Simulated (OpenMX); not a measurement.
Here is an OpenMX 3.8.5 calculation.

File ZrB.dat:

```
System.CurrrentDirectory             ./
System.Name                          ZrB
DATA.PATH                            ./DFT_DATA13
level.of.stdout                      1
level.of.fileout                     0
Species.Number                       2
<Definition.of.Atomic.Species
  Zr  Zr7.0-s3p2d2           Zr_PBE13
  B   B7.0-s2p2d1            B_PBE13
Definition.of.Atomic.Species>

Atoms.Number                         2
Atoms.SpeciesAndCoordinates.Unit     FRAC
<Atoms.SpeciesAndCoordinates
    1  Zr   -0.0015920000    0.0098860000    0.0041700000   6.000  6.000
    2  B     0.5024290000    0.4913190000    0.5152160000   1.500  1.500
Atoms.SpeciesAndCoordinates>

Atoms.UnitVectors.Unit               Ang
<Atoms.UnitVectors
     0.0000000000    2.3250000000    2.3250000000
     2.3250000000    0.0000000000    2.3250000000
     2.3250000000    2.3250000000    0.0000000000
Atoms.UnitVectors>

scf.XcType                           GGA-PBE
scf.SpinPolarization                 off
scf.ElectronicTemperature            580.226
scf.energycutoff                     350.0
scf.maxIter                          100
scf.EigenvalueSolver                 band
scf.Kgrid                            11 11 11
scf.Mixing.Type                      rmm-diisk
scf.Init.Mixing.Weight               0.05
scf.Min.Mixing.Weight                0.001
scf.Max.Mixing.Weight                0.3
scf.Mixing.History                   25
scf.Mixing.StartPulay                8
scf.criterion                        1.0e-8
scf.stress.tensor                    on
MD.Type                              nomd
```

Potentials or basis: OpenMX 2013 PBE set, Zr7.0-s3p2d2, B7.0-s2p2d1, grid cutoff 350 Ry.

Launch:

```sh
$ openmx ZrB.dat -nt 1 > ZrB.std
```

Question: What does it give for the largest force?

Answer: 0.561 eV/Å.

Question: Predict the pressure.

Answer: 35.4 GPa.

Question: Predict the band gap on the k mesh.

Answer: None (metal or under the smearing width).

Forces on the atoms (eV/Å):
```
Zr  -0.187  0.380 -0.364
B    0.188 -0.380  0.366
```

Caveat: the basis of atomic orbitals isn't converged, which shifts pressures, moduli and gaps.
